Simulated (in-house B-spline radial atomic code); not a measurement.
# K⁺: ionisation energy by several methods

One table from this session's results is given with a row withheld; the runs are named, their logs left out.

Method: Dirac-Coulomb, several functionals; spherical all-electron atom at the radial basis limit. Code: in-house B-spline radial atomic code version 1.

**The atom as given**

```
element       : potassium (Z = 19)
charge        : +1
electrons     : 18
configuration : [Ne] 3s2 3p6
nucleus       : Fermi, rms radius 3.435 fm
```

The outer shells:

[Ne] 3s2 3p6
```
[Ne] core
3s [↑↓]
3p [↑↓][↑↓][↑↓]
```

Set-up of the first run:

Input settings:

```ini
Z = 19
electrons = 18.0
configuration = [Ne] 3s2 3p6
hamiltonian = dirac
method = b88,p86
spin_polarised = False
nucleus = fermi
rms_radius = 3.4349
mass_number = 39
atomic_mass = 38.96370648482
speed_of_light = 137.035999084
```

Steps of the session up to this table: BP86, a GGA; exchange-only LDA; AM05, a GGA; RPBE, a GGA; OLYP, a GGA; PW91, a GGA.

One table of the session follows, with a row left open; its other results are not shown here.

| method | ΔSCF (eV) | with Breit, QED, recoil (eV) |
| --- | --- | --- |
| exchange-only LDA | 30.462 | 30.456 |
| BP86 | ? | ? |
| AM05 | 31.851 | 31.846 |
| RPBE | 31.914 | 31.909 |
| OLYP | 32.006 | 32.001 |
| PW91 | 32.007 | 32.002 |

Estimate the missing values for BP86.

The run gave: ΔSCF (eV): 32.010; with Breit, QED, recoil (eV): 32.005. In the column «ΔSCF (eV)» it is the highest.
